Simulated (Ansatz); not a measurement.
Consider an equation of state with a fit of Ag3Au, space group Pm-3m (Ansatz 0.2.0 through its Python package).

`ag3au_eos.py`
```python
# -*- coding: utf-8 -*-
from dataclasses import dataclass

import ansatz as az
import numpy as np


@dataclass(frozen=True)
class Settings:
    xc: str = "r2scan"
    ecut: int = 550
    smearing: str = "methfessel_paxton"
    scf_tol: float = 1e-10
    kgrid: tuple[int, ...] = (6, 6, 6)


cfg = Settings()

vectors0 = np.array([
    [4.111093, 0.0, 0.0],
    [0.0, 4.111093, 0.0],
    [0.0, 0.0, 4.111093],
])
sites = [
    ("Ag", (0.5, 0.0, 0.5)),
    ("Ag", (0.0, 0.5, 0.5)),
    ("Ag", (0.5, 0.5, 0.0)),
    ("Au", (0.0, 0.0, 0.0)),
]


def on_lattice(cell):
    crystal = az.Crystal(lattice=az.Lattice.of(cell))
    for symbol, position in sites:
        crystal = crystal.atom(symbol, position)
    return crystal

volumes, energies, pressures = [], [], []
for scale in np.linspace(0.9, 1.1, 9):
    cell = vectors0 * scale ** (1 / 3)
    setup = on_lattice(cell).calculation()
    setup = setup.functional(cfg.xc).basis(cfg.ecut)
    setup = setup.occupations(cfg.smearing).scf(tolerance=cfg.scf_tol)
    setup = setup.kpoints(*cfg.kgrid)
    setup = setup.stress()
    summary = setup.run(threads=1, pin="off").report
    volumes.append(abs(np.linalg.det(cell)) / len(sites))
    energies.append(summary["free_energy_ev"] / len(sites))
    pressures.append(np.trace(summary["stress_gpa"]) / 3)
    print(f"V = {volumes[-1]:8.4f} A^3/atom  F = {energies[-1]:.5f} eV/atom  P = {pressures[-1]:8.3f} GPa")

x = np.array(volumes) ** (-2 / 3)
poly = np.polynomial.Polynomial.fit(x, energies, 3).convert()
roots = poly.deriv().roots()
x0 = min((r.real for r in roots if abs(r.imag) < 1e-9 and poly.deriv(2)(r.real) > 0), key=lambda r: abs(r - x.mean()))
v0 = x0 ** -1.5
b0 = 4 / 9 * poly.deriv(2)(x0) * v0 ** (-7 / 3) * 160.21766
b1 = 4 + 2 / 3 * x0 * poly.deriv(3)(x0) / poly.deriv(2)(x0)
print(f"V0 = {v0:.4f} A^3/atom, B0 = {b0:.1f} GPa, dB/dP = {b1:.2f}")
```

Where does the minimum lie against the volume typed, and how stiff is the crystal?

A third-order Birch-Murnaghan fit through the 9 points has its minimum at 17.33 Å³ an atom, 0.3 % below the typed cell, with a bulk modulus of 113 GPa. From that minimum the energy rises by 73.9 meV an atom on the compressed side and 51.2 meV on the expanded side.

The run itself:

```console
$ python ag3au_eos.py
V =  15.6334 A^3/atom  F = -8993.81140 eV/atom  P =   15.786 GPa
V =  16.0677 A^3/atom  F = -8993.84703 eV/atom  P =   10.652 GPa
V =  16.5020 A^3/atom  F = -8993.86987 eV/atom  P =    6.325 GPa
V =  16.9362 A^3/atom  F = -8993.88198 eV/atom  P =    2.725 GPa
V =  17.3705 A^3/atom  F = -8993.88518 eV/atom  P =   -0.274 GPa
V =  17.8047 A^3/atom  F = -8993.88091 eV/atom  P =   -2.807 GPa
V =  18.2390 A^3/atom  F = -8993.87031 eV/atom  P =   -4.955 GPa
V =  18.6733 A^3/atom  F = -8993.85436 eV/atom  P =   -6.751 GPa
V =  19.1075 A^3/atom  F = -8993.83404 eV/atom  P =   -8.191 GPa
V0 = 17.3258 A^3/atom, B0 = 112.6 GPa, dB/dP = 6.01
```

Absolute energies stand on the zero of these potentials, so only differences at equal settings mean something. The mesh is modest for a metal, so energies can be off by several to tens of meV an atom and pressures by half a GPa or more; differences at equal mesh fare better. Pressure is positive in compression. Spin-orbit coupling, which matters for elements this heavy, is left out. This cell is a computed structure, which may not be the phase found in nature. It ran for 62 s on 1 thread of Intel(R) Xeon(R) Processor @ 2.30GHz (shared host), peak memory 0.79 GiB.
